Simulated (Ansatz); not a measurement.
**FGaGeH4O: a ladder of functionals and wavefunction methods**

The task here is to estimate one member of a computed series from the others.

Method: functionals in def2-TZVPP, the program's frozen cores in correlated methods; program: Ansatz 0.2.0, Gaussian basis.

The runs, in order: LDA (SPW92), PBE-D4, revPBE-D4, BLYP-D4, r2SCAN-D4, B97M-V, PBE0-D4, B3LYP-D4, r2SCANh-D4, r2SCAN0-D4, HSE06-D4, BHLYP-D4, CAM-B3LYP-D4, LC-ωPBE, ωB97X-V, ωB97M-V, B2PLYP, PBE-QIDH; CCSD(T)/def2-SVP; CCSD(T)/def2-TZVPP; MP2/def2-QZVPP; extrapolation to the limit; RPA on PBE.

## The relaxed structure

An earlier PBE0-D4 in a triple-zeta def2 set relaxation fixed the geometry.

SMILES `[F][GaH][O][GeH3]`, 8 atoms, charge 0, spin multiplicity 1.

Atoms are counted from 1 here; the program's logs count them from 0.

Bond lengths: F1–Ga2 1.758 Å, Ga2–O3 1.760 Å, Ga2–H5 1.539 Å, O3–Ge4 1.781 Å, Ge4–H6 1.538 Å, Ge4–H7 1.536 Å, Ge4–H8 1.538 Å. Angles: F1–Ga2–O3 112.7°, F1–Ga2–H5 120.8°, O3–Ga2–H5 126.5°, Ga2–O3–Ge4 129.4°, O3–Ge4–H6 109.3°, O3–Ge4–H7 105.3°, O3–Ge4–H8 109.3°, H6–Ge4–H7 111.1°, H6–Ge4–H8 110.7°, H7–Ge4–H8 111.0°.

Geometry (Å):

```xyz
8
charge 0, multiplicity 1
F    -2.36489    0.14633    0.26344
Ga   -1.26513    1.00968   -0.80259
O     0.41081    0.51460   -0.59467
Ge    1.10176   -0.69666    0.51367
H    -1.79158    2.07098   -1.78417
H     0.80191   -0.28606    1.96545
H     2.61225   -0.68361    0.23734
H     0.49488   -2.07525    0.20154
```

Set-up of the first run:

Input file in.yaml:

```yaml
crystal:
  periodic: [false, false, false]
  atoms:
    - {symbol: F, position_ang: [-2.364893, 0.146333, 0.263444]}
    - {symbol: Ga, position_ang: [-1.265129, 1.009678, -0.802589]}
    - {symbol: O, position_ang: [0.410814, 0.514595, -0.594670]}
    - {symbol: Ge, position_ang: [1.101757, -0.696661, 0.513673]}
    - {symbol: H, position_ang: [-1.791578, 2.070979, -1.784172]}
    - {symbol: H, position_ang: [0.801914, -0.286062, 1.965450]}
    - {symbol: H, position_ang: [2.612247, -0.683607, 0.237338]}
    - {symbol: H, position_ang: [0.494877, -2.075255, 0.201536]}
basis:
  gaussian: {orbitals: def2-TZVPP}
hamiltonian: {xc: lda}
output: {orbitals: {seedname: orbitals}}
```

Run with:

```sh
$ ansatz run in.yaml --threads 4 --pin off --events-out ev --progress --plain --max-ram 10444MiB
```

Among the steps run: LDA; PBE-D4 (GGA); revPBE-D4 (GGA); BLYP-D4 (GGA); r2SCAN-D4 (meta-GGA); B97M-V (meta-GGA); B3LYP-D4 (hybrid); r2SCANh-D4 (hybrid); r2SCAN0-D4 (hybrid); HSE06-D4 (hybrid); BHLYP-D4 (hybrid); CAM-B3LYP-D4 (range-separated); LC-ωPBE (range-separated); ωB97X-V (range-separated); ωB97M-V (range-separated); B2PLYP (double hybrid); PBE-QIDH (double hybrid).

One table of the session follows, with a row left open; its other results are not shown here.

It belongs to the step «Orbital energies across the functionals». 

| functional | HOMO (eV) | gap (eV) |
| --- | --- | --- |
| LDA (SPW92) | -7.36 | 5.35 |
| PBE-D4 | ? | ? |
| revPBE-D4 | -7.17 | 5.54 |
| BLYP-D4 | -7.13 | 5.41 |
| r2SCAN-D4 | -7.57 | 6.14 |
| B97M-V | -7.68 | 5.97 |
| PBE0-D4 | -8.67 | 7.73 |
| B3LYP-D4 | -8.45 | 7.19 |
| r2SCANh-D4 | -8.10 | 6.95 |
| r2SCAN0-D4 | -8.91 | 8.16 |
| HSE06-D4 | -8.27 | 6.96 |
| BHLYP-D4 | -10.05 | 9.79 |
| CAM-B3LYP-D4 | -10.09 | 10.00 |
| LC-ωPBE | -11.44 | 12.61 |
| ωB97X-V | -11.11 | 12.10 |
| ωB97M-V | -10.98 | 11.71 |

Q: Estimate the row for PBE-D4 from the others.

As computed: HOMO (eV): -7.23; gap (eV): 5.48. In the column «HOMO (eV)» it lies between LDA (SPW92) (-7.36) and revPBE-D4 (-7.17).
